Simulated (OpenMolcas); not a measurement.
**Re³⁺ among point charges: CASSCF and CASPT2 levels and susceptibility**

Aim: the splitting of the states of Re³⁺ in the field of 6 point charges, its lowest levels with spin-orbit coupling and its magnetic susceptibility.

Program: OpenMolcas 26.06. Level of theory: state-averaged CASSCF and CASPT2, spin-orbit coupling by RASSI with atomic mean-field integrals. These are calculated values, not measurements, unless marked.

### Step 1. The system

```
Species                           : Re³⁺ (rhenium, Z = 75, 72 electrons)
Basis                             : ANO-RCC-VDZP [7s6p4d2f1g], 68 functions
Scalar Hamiltonian                : DKH2, point nucleus
Inactive shells                   : 1s 2s 2p 3s 3p 3d 4s 4p 4d 4f 5s 5p
Active space                      : 4 electrons in 5 orbitals (5d)
Some configurations of this space : 5d⁴
Orbitals                          : optimised for each spin and parity, averaged over all roots
```

Outer shells as boxes (Hund's rule):

5d4
```
5d [↑ ][↑ ][↑ ][↑ ][  ]
```

The ion sits among 6 point charges of -1.5 e arranged as an octahedron (Oh), 1.93 Å from the ion.

The work runs as a chain of OpenMolcas steps in one folder; each step below is one input file. Labels, J, g values, rates, χT and fits are worked out afterwards by a script from the matrices that RASSI stores. The input lists half of the charges; inversion (Group=XYZ) makes the rest.

### Step 2. One- and two-electron integrals

Input file a.inp:

```
&GATEWAY
Coord
1

Re 0.0 0.0 0.0
Basis=ANO-RCC-VDZP
Group=XYZ
NoMove
AngMom=0.0 0.0 0.0
AMFI
XField
3 Angstrom 0
1.930000 0.000000 0.000000 -1.500000
0.000000 1.930000 0.000000 -1.500000
0.000000 0.000000 1.930000 -1.500000
&SEWARD
```

Run with:

```bash
$ OMP_NUM_THREADS=1 MOLCAS_MEM=1689 MOLCAS_PROJECT=a pymolcas a.inp > a.log
```

### Step 3. Reference wave functions, quintets of even parity, 5 roots

Input file a.inp:

```
&RASSCF
FileOrb=start.orb
Symmetry=1
Spin=5
nActEl=4 0 0
Inactive=15 19
Ras2=5 0
CIRoot=5 5 1
SDav=5
CIMx=300
Iter=120 100
PrWF=0.3
OrbListing=Nothing
MaxOrb=0
>>> COPY $Project.JobIph JOB001
```

start.orb holds the contracted functions of the basis, ordered by shell, or the orbitals of the step before.

### Step 4. Reference wave functions, triplets of even parity, 45 roots

Input file a.inp:

```
&RASSCF
FileOrb=start.orb
Symmetry=1
Spin=3
nActEl=4 0 0
Inactive=15 19
Ras2=5 0
CIRoot=45 45 1
SDav=45
CIMx=300
Iter=120 100
PrWF=0.3
OrbListing=Nothing
MaxOrb=0
>>> COPY $Project.JobIph JOB002
```

### Step 5. CASSCF: singlets of even parity, 50 roots

Input file a.inp:

```
&RASSCF
FileOrb=start.orb
Symmetry=1
Spin=1
nActEl=4 0 0
Inactive=15 19
Ras2=5 0
CIRoot=50 50 1
SDav=50
CIMx=300
Iter=120 100
PrWF=0.3
OrbListing=Nothing
MaxOrb=0
>>> COPY $Project.JobIph JOB003
```

### Step 6. RASSI: spin-orbit coupling between the states

Input file a.inp:

```
&RASSI
NrOfJobIphs=3 5 45 50
1 2 3 4 5
1 2 3 4 5 6 7 8 9 10 11 12 13 14 15 16 17 18 19 20 21 22 23 24 25 26 27
28 29 30 31 32 33 34 35 36 37 38 39 40 41 42 43 44 45
1 2 3 4 5 6 7 8 9 10 11 12 13 14 15 16 17 18 19 20 21 22 23 24 25 26 27
28 29 30 31 32 33 34 35 36 37 38 39 40 41 42 43 44 45 46 47 48 49 50
IphNames
JOB001
JOB002
JOB003
EJob
SpinOrbit
DIPRint=1.0
SOCoupling=1000.0
Subsets=2
Property=9
'ANGMOM' 1 'ANGMOM' 2 'ANGMOM' 3 'MLTPL  1' 1 'MLTPL  1' 2 'MLTPL  1' 3
'AMFI' 1 'AMFI' 2 'AMFI' 3
SOProperty=3
'ANGMOM' 1 'ANGMOM' 2 'ANGMOM' 3
```

### Step 7. CASPT2: IPEA 0.25, imaginary shift 0.1 (closed shells correlated: 5s 5p)

Input file a.inp:

```
>>> COPY JOB001 $Project.JobIph
&CASPT2
Multistate=5 1 2 3 4 5
NoMult
Frozen=14 16
IPEA=0.25
Imaginary=0.1
MaxIter=60
WThr=0.0 0.3 0.05
PrWF=0.5
NoMix
>>> COPY JOB002 $Project.JobIph
&CASPT2
Multistate=45 1 2 3 4 5 6 7 8 9 10 11 12 13 14 15 16 17 18 19 20 21 22
23 24 25 26 27 28 29 30 31 32 33 34 35 36 37 38 39 40 41 42 43 44 45
NoMult
Frozen=14 16
IPEA=0.25
Imaginary=0.1
MaxIter=60
WThr=0.0 0.3 0.05
PrWF=0.5
NoMix
>>> COPY JOB003 $Project.JobIph
&CASPT2
Multistate=50 1 2 3 4 5 6 7 8 9 10 11 12 13 14 15 16 17 18 19 20 21 22
23 24 25 26 27 28 29 30 31 32 33 34 35 36 37 38 39 40 41 42 43 44 45 46
47 48 49 50
NoMult
Frozen=14 16
IPEA=0.25
Imaginary=0.1
MaxIter=60
WThr=0.0 0.3 0.05
PrWF=0.5
NoMix
```

(Steps that only read results are left out.)

**Question.** What will these runs give? Wanted: spin-free ground state; first state of the same spin within the active space; lowest level; next level.

**Answer**, as computed:

| quantity | value |
| --- | --- |
| method | SS-CASPT2, IPEA 0.25, imaginary shift 0.1 (closed shells correlated: 5s 5p) |
| spin-free ground state | 5E, 2-fold in its orbital part |
| first state of the same spin within the active space | 5T2 at 14900 cm⁻¹ |
| lowest level | 1-fold A1 |
| next level | 3510.5 cm⁻¹ |
| χT at 300 K | 0.17 cm³ K/mol |
| effective moment at 300 K | 1.17 μB |

Cost by method:

```csv
method,time of its own steps,time with the reference
A. CASSCF,35 s,35 s
"B. SS-CASPT2, IPEA 0.25, imaginary shift 0.1, +5s 5p",13 s,49 s
```

Times are of one thread on a shared host.

What this shows: The spin-free ground state (5E) comes to 100 % from free-ion D terms and keeps the highest spin of the shell. χT at 300 K is 0.17, against 3.01 cm³ K/mol for the spin alone, so spin-orbit coupling lowers it. An active space of the d shell alone favours high spin; real ions in strong fields can be low spin. A ligand-field fit to the states below 45000 cm-1 gives 10Dq = 15235 cm-1, B = 597 cm-1 and C = 2925 cm-1 (C/B = 4.90), with a deviation of 549 cm-1. CASPT2 does not keep the components of a term degenerate, and the means are used. An orbital doublet at a regular site is open to a Jahn-Teller distortion, which this geometry leaves out. The field of point charges can differ much from that of real complexes. With metal d orbitals alone active, the gaps between spin states are rough; where two lie within a few thousand cm-1, their order is open. Point charges carry no covalency, so the field is a model and not that of real ligands.
